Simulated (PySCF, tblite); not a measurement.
**C₃H₁₁BN₂Si: geometry, infrared bands and NMR shifts**

Wanted: the infrared bands and NMR shifts of C₃H₁₁BN₂Si (`C=C(C)BN[SiH2]N`), by calculation.

The runs use tblite 0.8.0 and PySCF 2.14.0, with density-fitted response routines of our own; the level of theory stands in each step. All values are computed, except where a source is named. Atoms are numbered from 0 throughout.

**1. The molecule as given**

18 atoms, charge 0, multiplicity 1; geometry from: force field or distance geometry start.

Bonds of the start (Å): C0–C1 1.33, C1–C2 1.52, C1–B3 1.55, B3–N4 1.53, N4–Si5 1.78, Si5–N6 1.77, C0–H7 1.09, C0–H8 1.07, C2–H9 1.10, C2–H10 1.10, C2–H11 1.10, B3–H12 1.20, N4–H13 1.06, Si5–H14 1.46, Si5–H15 1.47, N6–H16 1.03, N6–H17 1.04.

**2. Relaxing the molecule with GFN2-xTB**

The job: settings as JSON, then the geometry in Å.

```
{"job": {"kind": "relax", "xc": "GFN2-xTB", "basis": "xTB"}, "charge": 0, "multiplicity": 1}
C      1.432500     1.213500     0.265800
C      1.572500    -0.010400    -0.239400
C      2.999100    -0.524600    -0.267200
B      0.388400    -0.875500    -0.744700
N     -0.997200    -0.894400    -0.101500
Si    -2.095900     0.333400    -0.763600
N     -3.482500     0.688200     0.280700
H      2.334300     1.730100     0.593000
H      0.499100     1.718200     0.366900
H      3.621600     0.180100    -0.831700
H      3.415000    -0.614900     0.747800
H      3.004600    -1.497400    -0.774900
H      0.706700    -1.899900    -1.274600
H     -1.457800    -1.827600    -0.316400
H     -1.400100     1.570100    -1.104600
H     -2.641200    -0.188300    -2.030700
H     -4.376100     0.821300    -0.213000
H     -3.531800     0.084500     1.131700
```

Command:

```console
> OMP_NUM_THREADS=1 python probes_run.py task.json out
```

This one command runs all jobs of the session in turn.

**Question.** This job is followed by: GFN2-xTB harmonic vibrations, gas phase; GIAO PBE0/pcSseg-1 NMR shielding, non-relativistic, gas phase. Predict these results of the whole session: strongest single infrared mode (GFN2-xTB); zero-point energy (GFN2-xTB); 13C shifts against TMS (PBE0/pcSseg-1); 1H shifts against TMS (PBE0/pcSseg-1, means over atoms taken as alike); 11B shifts against BF3·OEt2 (PBE0/pcSseg-1); 15N shifts against NH3 (PBE0/pcSseg-1); 29Si shifts against TMS (PBE0/pcSseg-1); surface potential, 1st and 99th percentile.

The runs gave:

| quantity | value |
| --- | --- |
| strongest single infrared mode (GFN2-xTB) | 2208 cm⁻¹, 433 km/mol |
| zero-point energy (GFN2-xTB) | 87.8 kcal/mol |
| 13C shifts against TMS (PBE0/pcSseg-1) | 160.2, 124.7, 26.8 ppm |
| 1H shifts against TMS (PBE0/pcSseg-1, means over atoms taken as alike) | 5.52, 5.49, 5.22, 5.01, 4.80, 1.92, 0.15 ppm |
| 11B shifts against BF3·OEt2 (PBE0/pcSseg-1) | 42.9 ppm |
| 15N shifts against NH3 (PBE0/pcSseg-1) | 129.0, 18.1 ppm |
| 29Si shifts against TMS (PBE0/pcSseg-1) | -36.6 ppm |
| surface potential, 1st and 99th percentile | -1.10 V and 1.56 V |

**Reading.** The optimisation took 109 steps and gained 1.135 eV; among the close pairs (by a distance rule), B3–N4 changed most, from 1.528 to 1.393 Å. No mode is imaginary among the 48: a minimum at this level. The strongest single mode, at 2208 cm⁻¹, moves mainly H15. GFN2-xTB is a fitted tight-binding method: band positions and strengths are rough. Its intensities can rank the bands wrongly. C1 (fully substituted alkene carbon) lies farthest downfield among carbon, at 160.2 ppm; as expected for a trigonal carbon in a double bond. At PBE0/pcSseg-1: Shielding is most anisotropic at C1 (span 265 ppm, paramagnetic term -236 ppm).
